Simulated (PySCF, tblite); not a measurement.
# C7H11N: a rotation path, then NMR shifts on frames

How do NMR shifts of C7H11N (`C=NC(=C)C/C=C/C`) change as the atoms move?

Computed with tblite 0.8.0 and PySCF 2.14.0, with density-fitted response routines of our own, on a single molecule in the gas phase. Atoms count from 0, in the outputs and in this text.

## 1. The starting structure

19 atoms, charge 0, multiplicity 1; geometry from: GFN2-xTB.

Bonds of the start (Å): C0–N1 1.25, N1–C2 1.38, C2–C3 1.33, C2–C4 1.51, C4–C5 1.50, C5–C6 1.32, C6–C7 1.49, C0–H8 1.09, C0–H9 1.08, C3–H10 1.08, C3–H11 1.08, C4–H12 1.09, C4–H13 1.09, C5–H14 1.08, C6–H15 1.08, C7–H16 1.09, C7–H17 1.09, C7–H18 1.09.

## 2. A band between two rotamers with GFN2-xTB

The job: settings as JSON, then the geometry in Å.

```
{"job": {"kind": "neb", "xc": "GFN2-xTB", "basis": "xTB", "atoms": [1, 2, 4, 5], "turn": 120}, "charge": 0, "multiplicity": 1}
C     -2.153485    -1.208350     0.625762
N     -1.872368    -0.459175    -0.337882
C     -1.395421     0.831888    -0.200352
C     -2.045097     1.775770     0.475672
C     -0.122798     1.076774    -0.974029
C      1.029488     0.489192    -0.212183
C      1.606288    -0.662034    -0.512003
C      2.724481    -1.282502     0.256986
H     -2.003702    -0.946547     1.677206
H     -2.561401    -2.186704     0.413531
H     -2.958559     1.559845     1.003597
H     -1.715388     2.799272     0.469252
H      0.021348     2.149401    -1.110091
H     -0.209668     0.592667    -1.947744
H      1.347110     1.049131     0.658387
H      1.269441    -1.221062    -1.375955
H      3.006618    -0.664206     1.105878
H      2.428425    -2.266275     0.621538
H      3.594884    -1.417834    -0.385245
```

With the program's defaults for keys left out, this is: GFN2-xTB climbing-image nudged elastic band, gas phase.

Run with:

```sh
> OMP_NUM_THREADS=1 python probes_run.py task.json out
```

This one command runs all jobs of the session in turn.

Output:

```text
image   E - E0 / eV
  0       0.0000
  1       0.0134
  2       0.0428
  3       0.0765
  4       0.0973
  5       0.0929
  6       0.0666
  7       0.0330
  8       0.0072
```

It took 3.9 s on 1 thread of Arm Neoverse V1, shared host; peak memory 0.18 GiB.

The final band, with the dihedral N1–C2–C4–C5:

```
image  dihedral (°)  energy (eV)  energy (kcal/mol)
    0           -78        0.000                0.0
    1           -61        0.013                0.3
    2           -43        0.043                1.0
    3           -25        0.076                1.8
    4            -6        0.097                2.2
    5            13        0.093                2.1
    6            33        0.067                1.5
    7            52        0.033                0.8
    8            71        0.007                0.2
```

## 3. Nuclear shieldings: image 0, PBE0/pcSseg-1

The job: settings as JSON, then the geometry in Å.

```
{"job": {"kind": "nmr", "xc": "PBE0", "basis": "pcSseg-1", "pop": false}, "charge": 0, "multiplicity": 1}
C     -2.153500    -1.208400     0.625800
N     -1.872400    -0.459200    -0.337900
C     -1.395400     0.831900    -0.200400
C     -2.045100     1.775800     0.475700
C     -0.122800     1.076800    -0.974000
C      1.029500     0.489200    -0.212200
C      1.606300    -0.662000    -0.512000
C      2.724500    -1.282500     0.257000
H     -2.003700    -0.946500     1.677200
H     -2.561400    -2.186700     0.413500
H     -2.958600     1.559800     1.003600
H     -1.715400     2.799300     0.469300
H      0.021300     2.149400    -1.110100
H     -0.209700     0.592700    -1.947700
H      1.347100     1.049100     0.658400
H      1.269400    -1.221100    -1.376000
H      3.006600    -0.664200     1.105900
H      2.428400    -2.266300     0.621500
H      3.594900    -1.417800    -0.385200
```

With the program's defaults for keys left out, this is: GIAO PBE0/pcSseg-1 NMR shielding, non-relativistic, gas phase.

Output:

```text
coarse grid: 15488 points
cycle   1  E = -327.5036005795  dE =  1.005e+00  |g| = 4.527e-01  |ddm| = 3.850e+00
cycle   2  E = -327.4884781030  dE =  1.512e-02  |g| = 5.307e-01  |ddm| = 8.591e-01
cycle   3  E = -327.5578833732  dE = -6.941e-02  |g| = 1.126e-01  |ddm| = 4.780e-01
cycle   4  E = -327.5603339432  dE = -2.451e-03  |g| = 4.033e-02  |ddm| = 8.900e-02
cycle   5  E = -327.5606290828  dE = -2.951e-04  |g| = 1.608e-02  |ddm| = 4.210e-02
cycle   6  E = -327.5606949502  dE = -6.587e-05  |g| = 3.491e-03  |ddm| = 1.684e-02
cycle   7  E = -327.5606977564  dE = -2.806e-06  |g| = 8.707e-04  |ddm| = 3.863e-03
final grid: 148544 points
cycle   8  E = -327.6082891254  dE = -4.306e-05  |g| = 8.340e-03  |ddm| = 3.107e-02
cycle   9  E = -327.6082835559  dE =  5.570e-06  |g| = 9.652e-03  |ddm| = 1.675e-02
cycle  10  E = -327.6083065338  dE = -2.298e-05  |g| = 2.549e-03  |ddm| = 9.869e-03
cycle  11  E = -327.6083080324  dE = -1.499e-06  |g| = 2.285e-04  |ddm| = 1.906e-03
cycle  12  E = -327.6083080424  dE = -9.994e-09  |g| = 9.075e-05  |ddm| = 2.834e-04
cycle  13  E = -327.6083080443  dE = -1.892e-09  |g| = 2.813e-05  |ddm| = 1.053e-04
cycle  14  E = -327.6083080444  dE = -1.512e-10  |g| = 1.032e-05  |ddm| = 2.684e-05
converged SCF energy = -327.6083080444

GIAO shielding tensors (ppm)
atom      isotropic    diamagn.    paramagn.     s11        s22        s33       span
  0 C       34.642     255.904    -221.262    -50.722     27.017    127.630    178.353
  1 N     -146.589     330.795    -477.384   -466.721   -173.779    200.734    667.455
  2 C       20.178     258.668    -238.490    -93.100     30.802    122.831    215.932
  3 C       92.516     253.309    -160.793     25.087     95.618    156.842    131.755
  4 C      142.911     247.275    -104.364    130.076    143.375    155.282     25.206
  5 C       52.248     258.892    -206.643    -57.522     75.115    139.153    196.675
  6 C       49.610     257.205    -207.596    -60.715     59.390    150.153    210.868
  7 C      164.923     247.641     -82.718    152.647    155.803    186.318     33.671
  8 H       24.264      32.815      -8.551     21.259     25.073     26.461      5.202
  9 H       24.699      30.026      -5.327     23.149     24.289     26.658      3.509
 10 H       27.591      30.554      -2.962     24.524     26.498     31.752      7.228
 11 H       27.661      31.747      -4.086     25.630     26.351     31.002      5.372
 12 H       28.769      32.059      -3.290     25.597     28.015     32.695      7.098
 13 H       28.636      31.649      -3.013     25.720     27.857     32.330      6.610
 14 H       26.248      35.080      -8.832     23.452     25.738     29.555      6.103
 15 H       26.056      34.502      -8.446     23.627     24.628     29.914      6.287
 16 H       30.086      30.189      -0.103     26.623     29.508     34.129      7.506
 17 H       29.897      29.523       0.374     25.883     28.157     35.652      9.769
 18 H       29.852      27.182       2.671     25.987     27.510     36.059     10.071
```

Run time: 25 s. Hardware: 1 thread of Arm Neoverse V1, shared host; peak memory 1 GiB.

Shifts follow as δ = σ(reference) − σ, with reference shieldings (ppm) from runs at the same level and on the same kind of geometry: ¹H TMS 31.72, ¹³C TMS 186.9, ¹⁵N NH3 267.7. The references are single molecules in the gas phase, so shifts against H2O, NH3, PH3, H3PO4 or CFCl3 are not on the usual liquid scales and can be off by tens of ppm. Each atom is listed at this fixed geometry, with no averaging over motion; a spectrum would average atoms that exchange fast.

```
atoms                           environment  σ (ppm)  δ (ppm)
   C2       fully substituted alkene carbon     20.2    166.7
   C0                            C=N carbon     34.6    152.3
   C6                             alkene CH     49.6    137.3
   C5                             alkene CH     52.2    134.7
   C3                  terminal =CH2 carbon     92.5     94.4
   C4                       allylic sp3 CH2    142.9     44.0
   C7                 allylic methyl carbon    164.9     22.0
   H8              hydrogen on a C=N carbon    24.26     7.45
   H9              hydrogen on a C=N carbon    24.70     7.02
  H15              hydrogen on an alkene CH    26.06     5.66
  H14              hydrogen on an alkene CH    26.25     5.47
  H10    hydrogen on a terminal =CH2 carbon    27.59     4.13
  H11    hydrogen on a terminal =CH2 carbon    27.66     4.06
  H13        hydrogen on an allylic sp3 CH2    28.64     3.08
  H12        hydrogen on an allylic sp3 CH2    28.77     2.95
  H18  hydrogen on an allylic methyl carbon    29.85     1.86
  H17  hydrogen on an allylic methyl carbon    29.90     1.82
  H16  hydrogen on an allylic methyl carbon    30.09     1.63
   N1                        imine nitrogen   -146.6    414.3
```

## 4. NMR shieldings: image 2, PBE0/pcSseg-1

The job: settings as JSON, then the geometry in Å.

```
{"job": {"kind": "nmr", "xc": "PBE0", "basis": "pcSseg-1", "pop": false}, "charge": 0, "multiplicity": 1}
C     -1.869800    -1.059600     1.028400
N     -1.529600    -0.511100    -0.043800
C     -1.374900     0.856400    -0.187000
C     -2.365600     1.718500     0.024200
C     -0.020100     1.238000    -0.735300
C      1.046700     0.427900    -0.060600
C      1.633000    -0.620700    -0.612100
C      2.636300    -1.497000     0.059300
H     -2.034600    -0.521000     1.966000
H     -1.997400    -2.132400     1.041600
H     -3.327900     1.384300     0.372800
H     -2.264800     2.762600    -0.211000
H      0.137700     2.306300    -0.578900
H     -0.015700     1.030100    -1.807700
H      1.273700     0.709500     0.960200
H      1.386300    -0.896900    -1.629400
H      2.803300    -1.188000     1.088300
H      2.289400    -2.530400     0.055200
H      3.584200    -1.467400    -0.477900
```

Method: GIAO PBE0/pcSseg-1 NMR shielding, non-relativistic, gas phase.

Output:

```text
coarse grid: 15488 points
cycle   1  E = -327.4997909429  dE =  1.016e+00  |g| = 4.590e-01  |ddm| = 3.862e+00
cycle   2  E = -327.4827964021  dE =  1.699e-02  |g| = 5.440e-01  |ddm| = 8.854e-01
cycle   3  E = -327.5554862892  dE = -7.269e-02  |g| = 1.170e-01  |ddm| = 4.942e-01
cycle   4  E = -327.5581206590  dE = -2.634e-03  |g| = 4.046e-02  |ddm| = 9.088e-02
cycle   5  E = -327.5584082496  dE = -2.876e-04  |g| = 1.707e-02  |ddm| = 4.178e-02
cycle   6  E = -327.5584824948  dE = -7.425e-05  |g| = 3.377e-03  |ddm| = 1.747e-02
cycle   7  E = -327.5584849947  dE = -2.500e-06  |g| = 1.044e-03  |ddm| = 3.949e-03
final grid: 148544 points
cycle   8  E = -327.6056585120  dE = -4.290e-05  |g| = 8.205e-03  |ddm| = 3.450e-02
cycle   9  E = -327.6056515082  dE =  7.004e-06  |g| = 9.848e-03  |ddm| = 1.690e-02
cycle  10  E = -327.6056749249  dE = -2.342e-05  |g| = 2.764e-03  |ddm| = 1.017e-02
cycle  11  E = -327.6056766859  dE = -1.761e-06  |g| = 2.046e-04  |ddm| = 2.044e-03
cycle  12  E = -327.6056766927  dE = -6.806e-09  |g| = 1.051e-04  |ddm| = 2.492e-04
cycle  13  E = -327.6056766952  dE = -2.513e-09  |g| = 3.513e-05  |ddm| = 1.178e-04
cycle  14  E = -327.6056766955  dE = -2.826e-10  |g| = 9.061e-06  |ddm| = 3.476e-05
converged SCF energy = -327.6056766955

GIAO shielding tensors (ppm)
atom      isotropic    diamagn.    paramagn.     s11        s22        s33       span
  0 C       36.381     255.655    -219.274    -48.835     30.076    127.901    176.736
  1 N     -157.070     331.629    -488.700   -492.214   -183.599    204.603    696.817
  2 C       19.430     258.087    -238.657    -93.619     29.118    122.792    216.411
  3 C       93.432     251.814    -158.382     21.712    104.498    154.086    132.374
  4 C      144.479     247.104    -102.625    131.807    144.448    157.182     25.375
  5 C       52.576     258.657    -206.081    -59.361     71.461    145.628    204.989
  6 C       47.025     256.559    -209.534    -65.565     57.245    149.394    214.959
  7 C      165.030     247.492     -82.462    152.360    156.397    186.333     33.973
  8 H       24.272      31.977      -7.705     21.338     24.992     26.486      5.148
  9 H       24.722      31.098      -6.376     23.217     24.097     26.853      3.637
 10 H       27.479      30.117      -2.638     24.554     26.027     31.856      7.302
 11 H       27.626      30.758      -3.132     25.582     26.298     30.998      5.416
 12 H       28.893      32.034      -3.141     25.436     28.550     32.694      7.258
 13 H       28.319      31.221      -2.903     24.727     28.243     31.985      7.258
 14 H       26.449      35.083      -8.635     23.647     26.295     29.404      5.757
 15 H       25.902      33.940      -8.038     23.272     24.628     29.807      6.536
 16 H       30.090      30.299      -0.209     26.770     29.448     34.053      7.283
 17 H       29.854      29.320       0.534     26.094     27.969     35.499      9.405
 18 H       29.820      26.991       2.829     25.877     27.524     36.060     10.183
```

It took 24 s on 1 thread of Arm Neoverse V1, shared host; peak memory 0.9 GiB.

This run: δ C2 167.5, C0 150.5, C6 139.9, C5 134.3, H8 7.44, H9 6.99 ppm.

[end of part 1 of 2]
